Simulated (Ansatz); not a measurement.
# LuRu3C (Pm-3m): convergence test of the k-point mesh, by script

Aim: a convergence test of the k-point mesh, for LuRu3C (Pm-3m), run from a script.

All numbers are computed with Ansatz 0.2.0, driven from Python. Level of theory: DFT PBEsol+D4, plane waves, norm-conserving potentials.

### 1 The structure

The structure is cubic, space group Pm-3m (No. 221). Conventional cell: a = 4.102 Å, b = 4.102 Å, c = 4.102 Å, α = 90.00°, β = 90.00°, γ = 90.00°. Lu (site symmetry m-3m) is surrounded by 12 Ru at 2.90 Å. Around Ru (site symmetry 4/mmm) lie 2 C at 2.05 Å. C (site symmetry m-3m) has 6 Ru at 2.05 Å as nearest neighbours.

The script holds or builds the structure itself.

### 2 The code

The input, run_kconv.py:

```python
"""k-point test for LuRu3C."""

import ansatz as az
import numpy as np
import pandas as pd

vectors = np.array([
    [4.1025, 0.0, 0.0],
    [0.0, 4.1025, 0.0],
    [0.0, 0.0, 4.1025],
])
xtal = (
    az.Lattice.of(vectors)
    .atom("Lu", (0.5, 0.5, 0.5))
    .atom("Ru", (0.5, 0.0, 0.0))
    .atom("Ru", (0.0, 0.5, 0.0))
    .atom("Ru", (0.0, 0.0, 0.5))
    .atom("C", (0.0, 0.0, 0.0))
)

calculation = (
    xtal.calculation()
    .functional(az.Functional.PBESOL, dispersion="D4")
    .pseudopotentials("nc")
    .occupations("fermi_dirac")
    .eigensolver("auto", mixed_precision=False)
    .scf(max_iterations=80, extra_bands=2)
    .band_table()
)

rows = []
for value in [(2, 2, 2), (3, 3, 3), (4, 4, 4), (5, 5, 5), (6, 6, 6), (7, 7, 7)]:
    report = calculation.kpoints(mesh=value).run(threads=1).report
    rows.append((value, report["free_energy_ev"] / len(report["lattice"]["sites"]), report["n_iterations"], report["gap_by_band_count_ev"], report["n_kpoints"]))

table = pd.DataFrame(rows, columns=["mesh", "F/atom (eV)", "iterations", "gap by band count (eV)", "k-points"])
print(table.round(5).to_string(index=False))

# the last row is the reference
for row in rows[:-1]:
    shift = 1000 * (row[1] - rows[-1][1])
    print(f"{row[0]}: {shift:+.2f} meV/atom" + ("  (within 5 meV)" if abs(shift) < 5 else ""))
```

### 3 The input behind the calls

The package turns the script's settings into the engine's input (first run):

```yaml
crystal:
  lattice:
    - [4.1025, 0.0, 0.0]
    - [0.0, 4.1025, 0.0]
    - [0.0, 0.0, 4.1025]
  atoms:
    - { symbol: Lu, position: [0.5, 0.5, 0.5] }
    - { symbol: Ru, position: [0.5, 0.0, 0.0] }
    - { symbol: Ru, position: [0.0, 0.5, 0.0] }
    - { symbol: Ru, position: [0.0, 0.0, 0.5] }
    - { symbol: C, position: [0.0, 0.0, 0.0] }
kpoints:
  mp_grid:
    grid: [2, 2, 2]
hamiltonian:
  xc: pbesol
  dispersion: d4
  pseudopotentials:
    kind: nc
scf:
  max_iter: 80
  n_extra_bands: 2
  occupations:
    method: fermi_dirac
  eigensolver:
    kind: auto
    mixed_precision: false
output:
  eigenvalues: true
```

### 4 Launch

Started as:

```sh
> python run_kconv.py
```

**Question.** How fast does the energy converge with the mesh (threshold 5 meV an atom)?

**Answer**, as computed:

```
                              quantity           value
                         runs compared               6
       last run but one, from the last  +1.56 meV/atom
within 5 meV/atom of the last run from       [5, 5, 5]
```

From 5×5×5 on it stays within 5 meV an atom of the value at 7×7×7; the first row (2×2×2) is off by 81.0 meV and the last but one by 1.56 meV. This holds for F at a smearing of 0.1 eV; a narrower one needs a denser mesh. It goes up and down, since the sum over k-points isn't variational. The last run costs about 2.4 times the first. What to keep in mind:
- The run is spin-unpolarised.
- The structure comes from a database of computed cells and needn't be a stable or known phase.
- Shifts are counted from the finest mesh, which is itself no proven limit.
